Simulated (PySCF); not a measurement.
# C₂H₅FGeSi: geometry, electronic excitations

Aim: predict the electronic excitations of C₂H₅FGeSi (`[F][GeH2][C]#C[SiH3]`).

Computed with PySCF 2.14.0, with density-fitted response routines of our own, on a single molecule in the gas phase. Atoms are numbered from 0 throughout.

## 1. The molecule as given

10 atoms, charge 0, multiplicity 1; geometry from: GFN2-xTB.

Bonds of the start (Å): F0–Ge1 1.74, Ge1–C2 1.90, C2–C3 1.21, C3–Si4 1.86, Ge1–H5 1.50, Ge1–H6 1.50, Si4–H7 1.46, Si4–H8 1.46, Si4–H9 1.46.

## 2. Relaxing the molecule at PBE0-D3(BJ)/def2-SVP

The job: settings as JSON, then the geometry in Å.

```
{"job": {"xc": "PBE0", "basis": "def2-SVP", "d3": "d3bj", "grid": 1, "kind": "geom"}, "charge": 0, "multiplicity": 1}
F      3.190634    -0.818648    -0.187393
Ge     2.332831     0.694171    -0.046896
C      0.510244     0.226418     0.194699
C     -0.647282    -0.095730     0.347715
Si    -2.420876    -0.589361     0.581998
H      2.617207     1.367170    -1.356592
H      2.959937     1.328306     1.158742
H     -2.995961    -0.821116    -0.743865
H     -2.445873    -1.806137     1.393584
H     -3.091980     0.519582     1.264243
```

**Question.** This job is followed by: TDDFT PBE0/aug-cc-pVDZ, vertical, gas phase, core orbitals frozen in the response; TDDFT PBE0/def2-TZVPD, vertical, gas phase, core orbitals frozen in the response. Predict these results of the whole session: point group; rotational constants (main isotopes); lowest singlet (PBE0/aug-cc-pVDZ); brightest single state of those computed; lowest triplet; range of the lowest singlet.

As calculated:

| quantity | value |
| --- | --- |
| point group | C1 |
| rotational constants (main isotopes) | 9.88, 0.75, 0.71 GHz |
| lowest singlet (PBE0/aug-cc-pVDZ) | 5.32 eV (233 nm), f = 0.000 |
| brightest single state of those computed | state 6, 7.31 eV, f = 0.439 |
| lowest triplet | 4.46 eV |
| range of the lowest singlet | 5.30 to 5.32 eV |

What this shows: Over 7 steps the energy fell by 0.087 eV; of the close pairs, Ge1–H6 changed most, 1.500 to 1.531 Å. The lowest singlet, at 5.32 eV, is HOMO→LUMO 0.92 and is dark; of the 10 states computed, the strongest absorption comes from state 6 at 7.31 eV. The lowest triplet lies 0.86 eV below the lowest singlet (triplets in Tamm-Dancoff, singlets in full TDDFT). The lowest singlet runs from 5.30 eV (PBE0/def2-TZVPD) to 5.32 eV (PBE0/aug-cc-pVDZ), while the orbital gap spans 7.06 to 7.08 eV. The lowest state need not be the same one in every run.
